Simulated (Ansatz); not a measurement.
**Cl2FH3Si2 (built from SMILES F[Si]([SiH3])(Cl)Cl): search for a transition state, part 1 of 2**

Aim: find the saddle point of a extrusion of a silylene or germylene that is to form Si1–F3 and break Si1–Si2, Si2–F3, prove it by its vibrations, and relax downhill on both sides to see what it joins.

Program: Ansatz 0.2.0, Gaussian basis. Level of theory: PBE0-D4, def2-SVP first, then def2-TZVP. These are calculated values, not measurements.

114 further runs of the same task are left out: 114 set aside as unsound or not needed.

### Step 1. The system as given

The guess: 8 atoms, charge 0, spin multiplicity 1.

Atoms are counted from 1 here; the program's logs count them from 0.

Bond lengths: Si1–Si2 2.449 Å, Si1–H6 1.460 Å, Si1–H7 1.456 Å, Si1–H8 1.478 Å, Si2–Cl4 2.032 Å, Si2–Cl5 2.032 Å. Angles: Si2–Si1–H6 94.9°, Si2–Si1–H7 94.3°, Si2–Si1–H8 136.7°, H6–Si1–H7 123.4°, H6–Si1–H8 104.7°, H7–Si1–H8 105.7°, Si1–Si2–Cl4 121.1°, Si1–Si2–Cl5 124.7°, Cl4–Si2–Cl5 104.7°.

As a file:

```xyz
8

Si   -0.8855   -0.3618    0.7664
Si    0.8726    0.8504   -0.4331
F     0.1650   -0.9233   -0.8633
Cl    2.8168    0.2706   -0.3151
Cl    0.6779    1.6201   -2.3031
H    -0.2135   -0.3094    2.0613
H    -1.9409    0.5613    0.3740
H    -1.4924   -1.7079    0.7129
```

Distances that are to change: Si1–F3 2.02 Å, Si1–Si2 2.45 Å, Si2–F3 1.96 Å.

### Step 2. Relaxing the guess with the reacting distances held

File hold/in.yaml:

```yaml
crystal:
  periodic: [false, false, false]
  atoms:
    - {symbol: Si, position_ang: [-0.885500, -0.361800, 0.766400]}
    - {symbol: Si, position_ang: [0.872600, 0.850400, -0.433100]}
    - {symbol: F, position_ang: [0.165000, -0.923300, -0.863300]}
    - {symbol: Cl, position_ang: [2.816800, 0.270600, -0.315100]}
    - {symbol: Cl, position_ang: [0.677900, 1.620100, -2.303100]}
    - {symbol: H, position_ang: [-0.213500, -0.309400, 2.061300]}
    - {symbol: H, position_ang: [-1.940900, 0.561300, 0.374000]}
    - {symbol: H, position_ang: [-1.492400, -1.707900, 0.712900]}
basis:
  gaussian: {orbitals: def2-SVP}
hamiltonian: {xc: pbe0, dispersion: d4}
relax: {f_tol: 0.04, max_steps: 150, escape_saddle: false, constraints: [{distance: [0, 2]}, {distance: [0, 1]}, {distance: [1, 2]}]}
```

Run with:

```
> ansatz run in.yaml --threads 4 --pin off --events-out ev --progress --plain --max-ram 9574MiB
```

Standard output (excerpt; [...] marks lines left out):

```text
Functional definition: PBE0
  name "PBE0"
  cite "Adamo & Barone, J. Chem. Phys. 110, 6158 (1999) doi:10.1063/1.478522"
  cite "Perdew, Burke & Ernzerhof, Phys. Rev. Lett. 77, 3865 (1996) doi:10.1103/PhysRevLett.77.3865"
  parent pbe
[...]
988 factors; integrals over basis functions are off by at most 4.6e-4 eV
[...]
mean field -43535.84382766 eV, -1599.9127510116 hartree, gradient 2.1e-5 eV, S^2 0.000000; 0 other end points of the search recorded, 0 dependent functions left out
[...]
reference -43535.84385288 eV, -1599.9127519386 hartree; 37, 37 occupied and 64, 64 virtual orbitals, 988 factors
relax step   1: F+E_penalty+E_count = -43536.07169711 eV  Δ(F+E_penalty+E_count) = +0.000e0 eV  max|allowed force component| = 7.750e-1 eV/Å  Δτ_max = 0.0000 Å  (25 SCF iters, accepted)
[...]
relax step   4: F+E_penalty+E_count = -43536.21408661 eV  Δ(F+E_penalty+E_count) = +3.111e-2 eV  max|allowed force component| = 6.157e-1 eV/Å  Δτ_max = 0.1008 Å  (28 SCF iters, rejected (line search))
[...]
relax step   5: F+E_penalty+E_count = -43536.24956049 eV  Δ(F+E_penalty+E_count) = -4.359e-3 eV  max|allowed force component| = 3.396e-2 eV/Å  Δτ_max = 0.0299 Å  (24 SCF iters, accepted)
  distance Si 0 - F 2 held at 2.018602 Å   reaction = +1.6726e-1 eV/Å
  distance Si 0 - Si 1 held at 2.449315 Å   reaction = +5.7365e-2 eV/Å
  distance Si 1 - F 2 held at 1.957494 Å   reaction = +1.4860e0 eV/Å
988 factors; integrals over basis functions are off by at most 5.6e-4 eV
mean field -43536.02663416 eV, -1599.9194690267 hartree, gradient 4.5e-5 eV, S^2 0.000000; 1 other end points of the search recorded, 0 dependent functions left out
[...]
reference -43536.02665971 eV, -1599.9194699656 hartree; 37, 37 occupied and 64, 64 virtual orbitals, 988 factors
Total energy: -43536.24958604 eV, -1599.9276623570 hartree
Atom 0 at    -0.877299    -0.380667     0.744785 Å, force     0.116767    -0.040322    -0.169766 eV/Å
Atom 1 at     0.903234     0.727147    -0.520757 Å, force    -0.624647    -1.359613    -0.214986 eV/Å
Atom 2 at     0.117976    -1.027979    -0.887750 Å, force     0.511383     1.401325     0.401046 eV/Å
Atom 3 at     2.909473     0.319190    -0.310408 Å, force     0.018125    -0.005164    -0.018677 eV/Å
Atom 4 at     0.685382     1.729996    -2.304236 Å, force    -0.005271    -0.001622    -0.001253 eV/Å
Atom 5 at    -0.317183    -0.220016     2.122389 Å, force    -0.008464     0.014050    -0.001283 eV/Å
Atom 6 at    -1.962394     0.604456     0.466557 Å, force    -0.007354    -0.011905    -0.005833 eV/Å
Atom 7 at    -1.459188    -1.752126     0.689422 Å, force    -0.000539     0.003251     0.010753 eV/Å
Dipole moment:    -0.097995     0.175349     0.224013 e Å
```

It took 40 s on 4 threads of Intel Xeon at 2.50GHz, shared host; peak memory 0.25 GiB.

Step by step: (the energy doesn't fall at every step)

```tsv
step	energy from step 1 (eV)	largest force component (eV/Å)
1	0.0000	0.7750
2	-0.1538	0.3637
3	-0.1735	0.1927
4	-0.1424	0.6157
5	-0.1779	0.0340
```

Close pairs (by a distance rule), those that changed most:

```tsv
bond	before (Å)	after (Å)	change (Å)
Si1–H6	1.460	1.496	+0.036
Si1–H7	1.456	1.492	+0.036
Si2–Cl5	2.032	2.058	+0.026
Si2–Cl4	2.032	2.058	+0.026
Si1–H8	1.478	1.491	+0.013
Si1–Si2	2.449	2.449	+0.000
```

### Step 3. Force constants to start from

File hessian/in.yaml:

```yaml
crystal:
  periodic: [false, false, false]
  atoms:
    - {symbol: Si, position_ang: [-0.877299, -0.380667, 0.744785]}
    - {symbol: Si, position_ang: [0.903234, 0.727147, -0.520757]}
    - {symbol: F, position_ang: [0.117976, -1.027979, -0.887750]}
    - {symbol: Cl, position_ang: [2.909473, 0.319190, -0.310408]}
    - {symbol: Cl, position_ang: [0.685382, 1.729996, -2.304236]}
    - {symbol: H, position_ang: [-0.317183, -0.220016, 2.122389]}
    - {symbol: H, position_ang: [-1.962394, 0.604456, 0.466557]}
    - {symbol: H, position_ang: [-1.459188, -1.752126, 0.689422]}
basis:
  gaussian: {orbitals: def2-SVP}
hamiltonian: {xc: pbe0, dispersion: d4}
phonons: {}
scf: {lower_state_search: off}
```

Run with:

```
> ansatz run in.yaml --threads 4 --pin off --events-out ev --progress --plain --max-ram 9574MiB
```

Standard output (excerpt; [...] marks lines left out):

```text
[... 5 set-up lines as earlier in the session ...]
[...]
994 factors; integrals over basis functions are off by at most 3.3e-4 eV
[...]
mean field -43536.02664049 eV, -1599.9194692594 hartree, gradient 2.5e-6 eV, S^2 0.000000; 0 other end points of the search recorded, 0 dependent functions left out
[...]
reference -43536.02666625 eV, -1599.9194702060 hartree; 37, 37 occupied and 64, 64 virtual orbitals, 994 factors
[... from here to the last solve, the lines of the solves are left out (47 solves) ...]
994 factors; integrals over basis functions are off by at most 3.3e-4 eV
mean field -43536.02660235 eV, -1599.9194678577 hartree, gradient 8.3e-6 eV, S^2 0.000000; 0 other end points of the search recorded, 0 dependent functions left out
[...]
WARN: phonons: modes at or below zero, which the zero-point energy, F, S and C_V leave out: 2, the lowest at -333.70 cm⁻¹. A minimum has none, and a first-order saddle one
[...]
Atom 0 at    -0.877299    -0.380667     0.744785 Å, force     0.116787    -0.040317    -0.169726 eV/Å
Atom 1 at     0.903234     0.727147    -0.520757 Å, force    -0.624802    -1.359728    -0.214912 eV/Å
Atom 2 at     0.117976    -1.027979    -0.887750 Å, force     0.511402     1.401384     0.401026 eV/Å
Atom 3 at     2.909473     0.319190    -0.310408 Å, force     0.018160    -0.005167    -0.018664 eV/Å
Atom 4 at     0.685382     1.729996    -2.304236 Å, force    -0.005224    -0.001570    -0.001346 eV/Å
Atom 5 at    -0.317183    -0.220016     2.122389 Å, force    -0.008443     0.014065    -0.001294 eV/Å
Atom 6 at    -1.962394     0.604456     0.466557 Å, force    -0.007349    -0.011904    -0.005831 eV/Å
Atom 7 at    -1.459188    -1.752126     0.689422 Å, force    -0.000532     0.003236     0.010748 eV/Å
Dipole moment:    -0.097995     0.175349     0.224013 e Å
Vibrations: -333.70 -121.13 80.61 159.54 181.96 194.62 301.80 474.92 552.42 594.42 623.65 734.16 870.15 955.88 1009.89 2209.90 2242.98 2245.90 cm⁻¹, zero-point energy 0.832727 eV
Checks for a lower state left out: stability, starts, cluster_reference, orbital_swaps, neighbouring_geometries, increment
```

It took 3.3 min on 4 threads of Intel Xeon at 2.50GHz, shared host; peak memory 0.21 GiB.

The structure is not stationary yet, so these wavenumbers are no spectrum; the search needs only the force constants.

### Step 4. Saddle search in the small basis

A small driver takes partitioned rational-function steps: uphill along one mode, downhill along the rest. It calls the program once a step for energy and forces and updates the Hessian by Bofill's formula. It stops when the largest force is under 0.04 eV/Å and the followed curvature is negative. The first step's input:

File presaddle/in.yaml:

```yaml
crystal:
  periodic: [false, false, false]
  atoms:
    - {symbol: Si, position_ang: [-0.877299, -0.380667, 0.744785]}
    - {symbol: Si, position_ang: [0.903234, 0.727147, -0.520757]}
    - {symbol: F, position_ang: [0.117976, -1.027979, -0.887750]}
    - {symbol: Cl, position_ang: [2.909473, 0.319190, -0.310408]}
    - {symbol: Cl, position_ang: [0.685382, 1.729996, -2.304236]}
    - {symbol: H, position_ang: [-0.317183, -0.220016, 2.122389]}
    - {symbol: H, position_ang: [-1.962394, 0.604456, 0.466557]}
    - {symbol: H, position_ang: [-1.459188, -1.752126, 0.689422]}
basis:
  gaussian: {orbitals: def2-SVP}
hamiltonian: {xc: pbe0, dispersion: d4}
output: {forces: true}
scf: {lower_state_search: off}
```

Run with:

```
> ansatz run in.yaml --threads 4 --pin off --events-out ev --progress --plain --max-ram 9574MiB
```

The driver's record:

```tsv
step	energy (eV)	largest force (eV/Å)	followed curvature (eV/Å²)
1	-43536.24955	1.4014	-6.89
2	-43536.33915	0.3201	-7.16
3	-43536.34507	0.1221	-7.36
4	-43536.34590	0.0465	-7.45
5	-43536.34602	0.0121	-7.41
```

The 5 steps took 18 s in all (4 threads of Intel Xeon at 2.50GHz, shared host).

### Step 5. Saddle search in triple zeta

The search itself is an outer loop (partitioned rational-function steps, Bofill update of the Hessian). Each step is one single-point run with forces. It stops when the largest force is under 0.01 eV/Å and the followed curvature is negative. The first step's input:

File saddle/in.yaml:

```yaml
crystal:
  periodic: [false, false, false]
  atoms:
    - {symbol: Si, position_ang: [-0.909530, -0.397782, 0.746277]}
    - {symbol: Si, position_ang: [0.909999, 0.798298, -0.491464]}
    - {symbol: F, position_ang: [0.183631, -0.884850, -0.742460]}
    - {symbol: Cl, position_ang: [2.922413, 0.330485, -0.337177]}
    - {symbol: Cl, position_ang: [0.674909, 1.607943, -2.384625]}
    - {symbol: H, position_ang: [-0.282149, -0.321427, 2.095018]}
    - {symbol: H, position_ang: [-1.971707, 0.616350, 0.501705]}
    - {symbol: H, position_ang: [-1.527566, -1.749015, 0.612726]}
basis:
  gaussian: {orbitals: def2-TZVP}
hamiltonian: {xc: pbe0, dispersion: d4}
output: {forces: true}
scf: {lower_state_search: off}
```

Run with:

```
> ansatz run in.yaml --threads 4 --pin off --events-out ev --progress --plain --max-ram 9574MiB
```

The driver's record:

```tsv
step	energy (eV)	largest force (eV/Å)	followed curvature (eV/Å²)
1	-43554.05695	0.2532	-7.41
2	-43554.06742	0.0694	-7.42
3	-43554.06760	0.0409	-7.42
4	-43554.06780	0.0123	-7.42
5	-43554.06785	0.0132	-7.42
6	-43554.06789	0.0073	-7.42
```

The 6 steps took 52 s in all (4 threads of Intel Xeon at 2.50GHz, shared host).

Geometry at the end of the search:

```xyz
8

Si   -0.9047   -0.3962    0.7369
Si    0.8984    0.8029   -0.4928
F     0.1801   -0.8738   -0.7176
Cl    2.8989    0.3493   -0.3219
Cl    0.6833    1.5739   -2.3894
H    -0.2595   -0.3427    2.0682
H    -1.9612    0.6193    0.5230
H    -1.5355   -1.7327    0.5934
```

Followed mode, largest move set to 1: Si2 (0.31, 0.91, 0.27); F3 (-0.57, 0.01, 0.70); Si1 (0.01, -0.38, -0.30); H8 (-0.23, -0.22, 0.17).

### Step 6. Vibrations at the point found

File vib/in.yaml:

```yaml
crystal:
  periodic: [false, false, false]
  atoms:
    - {symbol: Si, position_ang: [-0.904674, -0.396194, 0.736941]}
    - {symbol: Si, position_ang: [0.898443, 0.802885, -0.492768]}
    - {symbol: F, position_ang: [0.180116, -0.873812, -0.717604]}
    - {symbol: Cl, position_ang: [2.898918, 0.349308, -0.321860]}
    - {symbol: Cl, position_ang: [0.683335, 1.573905, -2.389391]}
    - {symbol: H, position_ang: [-0.259465, -0.342701, 2.068194]}
    - {symbol: H, position_ang: [-1.961215, 0.619269, 0.523050]}
    - {symbol: H, position_ang: [-1.535457, -1.732661, 0.593437]}
basis:
  gaussian: {orbitals: def2-TZVP}
hamiltonian: {xc: pbe0, dispersion: d4}
phonons: {temperatures: {t_min: 298.15, t_max: 900, t_step: 200}}
```

Run with:

```
> ansatz run in.yaml --threads 4 --pin off --events-out ev --progress --plain --max-ram 9574MiB
```

Standard output (excerpt; [...] marks lines left out):

```text
[... 5 set-up lines as earlier in the session ...]
[...]
1360 factors; their error is unknown
[...]
mean field -43553.84381764 eV, -1600.5742384427 hartree, gradient 4.0e-5 eV, S^2 0.000000; 0 other end points of the search recorded, 0 dependent functions left out
[...]
reference -43553.84385178 eV, -1600.5742396971 hartree; 37, 37 occupied and 160, 160 virtual orbitals, 1360 factors
[... from here to the last solve, the lines of the solves are left out (47 solves) ...]
1360 factors; their error is unknown
mean field -43553.84380321 eV, -1600.5742379122 hartree, gradient 2.0e-6 eV, S^2 0.000000; 0 other end points of the search recorded, 0 dependent functions left out
[...]
WARN: phonons: modes at or below zero, which the zero-point energy, F, S and C_V leave out: 1, the lowest at -276.90 cm⁻¹. A minimum has none, and a first-order saddle one
[...]
Total energy: -43554.06788654 eV, -1600.5824728227 hartree
Atom 0 at    -0.904674    -0.396194     0.736941 Å, force    -0.006146     0.001362    -0.001943 eV/Å
Atom 1 at     0.898443     0.802885    -0.492768 Å, force     0.001313     0.007310    -0.000984 eV/Å
Atom 2 at     0.180116    -0.873812    -0.717604 Å, force    -0.001562    -0.004616    -0.000258 eV/Å
Atom 3 at     2.898918     0.349308    -0.321860 Å, force     0.001367    -0.000755    -0.001132 eV/Å
Atom 4 at     0.683335     1.573905    -2.389391 Å, force     0.000416    -0.001006     0.002782 eV/Å
Atom 5 at    -0.259465    -0.342701     2.068194 Å, force     0.001421    -0.000851     0.001303 eV/Å
Atom 6 at    -1.961215     0.619269     0.523050 Å, force     0.002147    -0.002242    -0.001035 eV/Å
Atom 7 at    -1.535457    -1.732661     0.593437 Å, force     0.001044     0.000798     0.001268 eV/Å
Dipole moment:    -0.247594    -0.016954     0.256726 e Å
Vibrations: -276.90 64.07 83.81 160.58 179.06 228.42 291.62 534.47 536.64 569.39 595.10 719.56 875.83 962.56 1007.93 2226.65 2233.79 2263.16 cm⁻¹, zero-point energy 0.838917 eV
```

It took 4.5 min on 4 threads of Intel Xeon at 2.50GHz, shared host; peak memory 0.61 GiB.

The modes, with what each moves most:

```tsv
mode	wavenumber (cm⁻¹)	character
1	277i	changes Si1–F3, Si1–Si2, Si2–F3
2	64	bend
3	84	bend
4	161	bend
5	179	bend
6	228	bend
7	292	bend with Si–Si stretch
8	534	Si–Cl stretch with bend
9	537	Si–F stretch with bend
10	569	Si–Cl stretch
11	595	bend
12	720	bend
13	876	bend
14	963	bend
15	1008	bend
16	2227	Si–H stretch
17	2234	Si–H stretch
18	2263	Si–H stretch
```

Vibrational sums (real modes only):

```tsv
T (K)	entropy (J/mol/K)	heat capacity (J/mol/K)
298	80.0	74.4
498	124.1	96.9
698	159.0	109.7
898	187.8	118.1
```

### Step 7. Relaxing after a step of 0.30 Å one way along the mode

File downa/in.yaml:

```yaml
crystal:
  periodic: [false, false, false]
  atoms:
    - {symbol: Si, position_ang: [-0.901474, -0.511108, 0.646565]}
    - {symbol: Si, position_ang: [0.990780, 1.076580, -0.411746]}
    - {symbol: F, position_ang: [0.008104, -0.871271, -0.507784]}
    - {symbol: Cl, position_ang: [2.938415, 0.312344, -0.370551]}
    - {symbol: Cl, position_ang: [0.707204, 1.567290, -2.449089]}
    - {symbol: H, position_ang: [-0.226948, -0.360211, 1.979994]}
    - {symbol: H, position_ang: [-1.912240, 0.583748, 0.467622]}
    - {symbol: H, position_ang: [-1.603841, -1.797372, 0.644989]}
basis:
  gaussian: {orbitals: def2-TZVP}
hamiltonian: {xc: pbe0, dispersion: d4}
relax: {f_tol: 0.005, max_steps: 200}
```

Run with:

```
> ansatz run in.yaml --threads 4 --pin off --events-out ev --progress --plain --max-ram 9574MiB
```

Standard output (excerpt; [...] marks lines left out):

```text
[... 5 set-up lines as earlier in the session ...]
[...]
1360 factors; their error is unknown
[...]
mean field -43553.60515443 eV, -1600.5654677315 hartree, gradient 3.7e-5 eV, S^2 0.000000; 0 other end points of the search recorded, 0 dependent functions left out
[...]
reference -43553.60518840 eV, -1600.5654689798 hartree; 37, 37 occupied and 160, 160 virtual orbitals, 1360 factors
relax step   1: F+E_penalty+E_count = -43553.83081409 eV  Δ(F+E_penalty+E_count) = +0.000e0 eV  max|allowed force component| = 4.824e0 eV/Å  Δτ_max = 0.0000 Å  (27 SCF iters, accepted)
[...]
reference -43554.39784989 eV, -1600.5945987524 hartree; 37, 37 occupied and 160, 160 virtual orbitals, 1360 factors
Total energy: -43554.62346875 eV, -1600.6028900926 hartree
Atom 0 at    -0.989610    -0.476134     0.781849 Å, force     0.001168     0.001312    -0.000356 eV/Å
Atom 1 at     1.552490     1.573256    -1.117498 Å, force    -0.000706    -0.000563    -0.000539 eV/Å
Atom 2 at    -0.566556     0.973761     0.183822 Å, force     0.000092    -0.002326    -0.000032 eV/Å
Atom 3 at     2.515306     0.092133     0.020179 Å, force    -0.000646     0.000081    -0.000821 eV/Å
Atom 4 at     0.834014     0.419584    -2.705637 Å, force     0.000671     0.000535     0.001854 eV/Å
Atom 5 at    -0.313389    -0.634027     2.086644 Å, force    -0.000293    -0.000038    -0.000495 eV/Å
Atom 6 at    -2.460658    -0.440031     0.938580 Å, force    -0.000596     0.000323     0.000150 eV/Å
Atom 7 at    -0.571598    -1.508541    -0.187939 Å, force     0.000310     0.000676     0.000240 eV/Å
Dipole moment:    -0.270072    -0.093894     0.246771 e Å
```

Run time: 6.1 min. Hardware: 4 threads of Intel Xeon at 2.50GHz, shared host; peak memory 0.63 GiB.

Step by step: (not every step is listed)

```tsv
step	energy from step 1 (eV)	largest force component (eV/Å)
1	0.0000	4.8236
2	-0.4455	2.4254
3	-0.6732	0.1949
4	-0.6794	0.3645
5	-0.7090	0.2847
6	-0.7191	0.2226
7	-0.7229	0.0688
8	-0.7240	0.0218
9	-0.7252	0.0153
12	-0.7275	0.0627
15	-0.7284	0.0084
18	-0.7287	0.0402
21	-0.7301	0.1039
24	-0.7337	0.3135
27	-0.7422	0.0251
30	-0.7495	0.0863
33	-0.7589	0.1503
36	-0.7724	0.3371
39	-0.7835	0.1898
42	-0.7908	0.1062
44	-0.7920	0.0162
45	-0.7924	0.0056
46	-0.7926	0.0144
47	-0.7926	0.0117
48	-0.7926	0.0377
49	-0.7926	0.0023
```

Distances of close pairs at the start and the end, largest changes first:

```tsv
bond	before (Å)	after (Å)	change (Å)
Si1–F3	1.513	1.624	+0.111
Si2–Cl5	2.115	2.090	-0.024
Si1–H6	1.502	1.478	-0.024
Si1–H7	1.501	1.480	-0.021
Si1–H8	1.466	1.477	+0.011
Si2–Cl4	2.093	2.101	+0.009
```

(Continued in part 2 of 2.)
